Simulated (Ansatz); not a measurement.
Working through an all-electron equation of state of MgS, space group F-43m

With Ansatz's Python interface.

Run as a notebook:

```python
import ansatz as az
from ase.eos import EquationOfState
from ase.units import GPa
import numpy as np
```

```python
EXTRA_BANDS = 2
OCCUPATIONS = "fixed"
XC = "PBEsol"
MESH = (5, 5, 5)
```

```python
VECTORS = np.array([
    [0.0, 2.83312005, 2.83312005],
    [2.83312005, 0.0, 2.83312005],
    [2.83312005, 2.83312005, 0.0],
])
SITES = [
    ("Mg", [0.0, 0.0, 0.0]),
    ("S", [0.75, 0.75, 0.75]),
]
```

```python
def on_lattice(cell):
    crystal = az.Crystal(lattice=az.Lattice.of(cell))
    for symbol, position in SITES:
        crystal = crystal.atom(symbol, position)
    return crystal

volumes, energies = [], []
for scale in np.linspace(0.92, 1.08, 5):
    cell = VECTORS * scale ** (1 / 3)
    model = on_lattice(cell).calculation()
    model = model.scf(extra_bands=EXTRA_BANDS)
    model = model.occupations(OCCUPATIONS)
    model = model.functional(XC)
    model = model.kpoints(*MESH)
    model = model.pseudopotentials("all_electron", lapw=True, relativity="scalar")
    report = model.run(threads=1, pin="off").report
    volumes.append(abs(np.linalg.det(cell)) / len(SITES))
    energies.append(report["free_energy_ev"] / len(SITES))
    print(f"{scale:.3f} {volumes[-1]:9.4f} A^3/atom {energies[-1]:16.5f} eV/atom  (estimated basis error {1000 * report['lapw_basis_errors']['total_ev_per_atom']:.2f} meV/atom)")
v0, e0, bulk = EquationOfState(volumes, energies, eos="birchmurnaghan").fit()
print(f"V0 = {v0:.4f} A^3/atom, B0 = {bulk / GPa:.1f} GPa")
```

    0.920   20.9210 A^3/atom      -8143.96443 eV/atom  (estimated basis error 0.13 meV/atom)
    0.960   21.8306 A^3/atom      -8143.98437 eV/atom  (estimated basis error 0.13 meV/atom)
    1.000   22.7402 A^3/atom      -8143.98867 eV/atom  (estimated basis error 0.13 meV/atom)
    1.040   23.6498 A^3/atom      -8143.98023 eV/atom  (estimated basis error 0.13 meV/atom)
    1.080   24.5595 A^3/atom      -8143.96139 eV/atom  (estimated basis error 0.13 meV/atom)
    V0 = 22.5646 A^3/atom, B0 = 57.7 GPa

A third-order Birch-Murnaghan fit through the 5 points has its minimum at 22.56 Å³ an atom, 0.8 % below the typed cell, with a bulk modulus of 58 GPa and dB/dP = 4.1. From that minimum the energy rises by 24.5 meV an atom on the compressed side and 27.5 meV on the expanded side.

Caveats:
- The settings weren't tested for convergence.
- This cell is a computed structure, which may not be the phase found in nature.
- Wall time of the script: 8.2 s on 1 thread of INTEL(R) XEON(R) PLATINUM 8581C CPU @ 2.30GHz (Emerald Rapids) (shared host), peak memory 0.34 GiB.

(Lines on the test bed's own set-up are left out of the output.)
